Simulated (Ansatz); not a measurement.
# C3H5AlS: one species, many methods

An exercise on one series of results from a longer session: the logs are not shown, and one member is left open.

Computed with Ansatz 0.2.0, Gaussian basis. Level: functionals in def2-TZVPP, the program's frozen cores in correlated methods.

Levels to be run: PBE-D4, r2SCAN-D4, PBE0-D4, B3LYP-D4, ωB97X-V, ωB97M-V, B2PLYP; CCSD(T)/def2-TZVPP; MP2/def2-QZVPP; extrapolation to the limit.

### The geometry

The geometry comes from an earlier relaxation with PBE0-D4 in a triple-zeta def2 set; it is a stationary point, not always the lowest conformer.

10 atoms, charge 0, spin multiplicity 1.

Atoms are counted from 1 here; the program's logs count them from 0.

Bond lengths: S1–C2 1.797 Å, S1–H6 1.348 Å, C2–C3 1.518 Å, C2–Al5 1.981 Å, C2–H7 1.092 Å, C3–C4 1.349 Å, C3–H8 1.094 Å, C4–Al5 1.908 Å, C4–H9 1.083 Å, Al5–H10 1.584 Å. Angles: C2–S1–H6 99.9°, S1–C2–C3 115.5°, S1–C2–Al5 115.6°, S1–C2–H7 110.2°, C3–C2–Al5 80.3°, C3–C2–H7 112.8°, Al5–C2–H7 119.6°, C2–C3–C4 115.2°, C2–C3–H8 119.9°, C4–C3–H8 124.9°, C3–C4–Al5 87.3°, C3–C4–H9 122.8°, Al5–C4–H9 149.7°, C2–Al5–C4 77.0°, C2–Al5–H10 140.0°, C4–Al5–H10 142.9°.

Set-up of the first run:

The input, in.yaml:

```yaml
crystal:
  periodic: [false, false, false]
  atoms:
    - {symbol: S, position_ang: [-1.983813, 0.976725, -0.061266]}
    - {symbol: C, position_ang: [-0.214589, 0.748966, -0.275705]}
    - {symbol: C, position_ang: [0.468507, -0.095916, 0.784015]}
    - {symbol: C, position_ang: [1.037552, -1.232957, 0.332978]}
    - {symbol: Al, position_ang: [0.320502, -0.804010, -1.382705]}
    - {symbol: H, position_ang: [-1.987268, 1.700709, 1.076203]}
    - {symbol: H, position_ang: [0.273456, 1.713484, -0.427152]}
    - {symbol: H, position_ang: [0.466178, 0.231647, 1.828332]}
    - {symbol: H, position_ang: [1.566915, -1.921694, 0.979851]}
    - {symbol: H, position_ang: [0.135659, -1.368052, -2.851551]}
basis:
  gaussian: {orbitals: def2-TZVPP}
hamiltonian: {xc: pbe, dispersion: d4}
output: {forces: true, orbitals: {seedname: orbitals}}
```

Run with:

```bash
> ansatz run in.yaml --threads 4 --pin off --events-out ev --progress --plain --max-ram 10444MiB
```

Steps of the session up to this table: PBE-D4 (GGA); r2SCAN-D4 (meta-GGA); PBE0-D4 (hybrid); B3LYP-D4 (hybrid); ωB97X-V (range-separated); ωB97M-V (range-separated); B2PLYP (double hybrid); CCSD(T) in def2-TZVPP; MP2 in def2-QZVPP.

One table of the session follows, with a row left open; its other results are not shown here.

It belongs to the step «Atomisation energies». 

| method | atomisation energy (eV) |
| --- | --- |
| PBE-D4 | 39.359 |
| r2SCAN-D4 | 38.602 |
| PBE0-D4 | 38.712 |
| B3LYP-D4 | 38.221 |
| ωB97X-V | 38.506 |
| ωB97M-V | 38.571 |
| B2PLYP | 37.853 |
| HF/def2-TZVPP | ? |
| MP2/def2-TZVPP | 38.092 |
| CCSD/def2-TZVPP | 36.567 |
| CCSD(T)/def2-TZVPP | 37.280 |
| MP2/CBS | 39.138 |
| CCSD(T)/CBS | 38.326 |

Q: Estimate the row for HF/def2-TZVPP from the others.

As computed: atomisation energy (eV): 27.701. In the column «atomisation energy (eV)» it is the lowest.

To keep in mind: Free atoms (1 S, 3 C, 1 Al, 5 H) were run apart at each level; the atomisation energy is their sum less the molecule, without zero-point or spin-orbit terms.
